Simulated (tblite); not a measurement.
# C5H13PSi: the cost of one run

Computed with tblite 0.8.0 and PySCF 2.14.0, with density-fitted response routines of our own, on a single molecule in the gas phase. Atoms count from 0, in the outputs and in this text.

## Step 1: The molecule as given

20 atoms, charge 0, multiplicity 1; geometry from: force field or distance geometry start.

Bonds of the start (Å): C0–Si1 1.87, Si1–C2 1.84, C2–C3 1.49, C3–P4 1.88, P4–C5 1.84, C5–C6 1.48, C6–Si1 1.83, C0–H7 1.11, C0–H8 1.12, C0–H9 1.11, Si1–H10 1.48, C2–H11 1.12, C2–H12 1.12, C3–H13 1.10, C3–H14 1.13, P4–H15 1.43, C5–H16 1.12, C5–H17 1.11, C6–H18 1.12, C6–H19 1.11.

## Step 2: Geometry optimisation with GFN2-xTB

Job settings and geometry (Å):

```
{"job": {"kind": "relax", "xc": "GFN2-xTB", "basis": "xTB"}, "charge": 0, "multiplicity": 1}
C     -2.534800     0.172600    -0.138300
Si    -0.831900    -0.027600    -0.881800
C      0.188400     1.500400    -0.772300
C      1.309200     1.482800     0.202500
P      2.189600    -0.136900    -0.142900
C      1.128000    -1.425800     0.632400
C     -0.118200    -1.547500    -0.156100
H     -3.242800     0.578600    -0.897700
H     -2.934500    -0.837100     0.141600
H     -2.543900     0.818700     0.759800
H     -1.068800    -0.292200    -2.315200
H      0.648200     1.652000    -1.777600
H     -0.463500     2.401200    -0.606300
H      1.994000     2.336600     0.148000
H      0.894200     1.385900     1.246500
H      3.553700    -0.135500     0.299500
H      1.643400    -2.417600     0.632600
H      0.990800    -1.173600     1.706300
H     -0.893400    -2.050600     0.482400
H      0.087200    -2.273900    -0.976100
```

Run with:

```
OMP_NUM_THREADS=1 python probes_run.py task.json out
```

This one command runs all jobs of the session in turn.

Q: Estimate the wall time and peak memory of this first job on 1 thread of Arm Neoverse V2, shared host.

About 1.1 s, with a peak of 0.18 GiB.
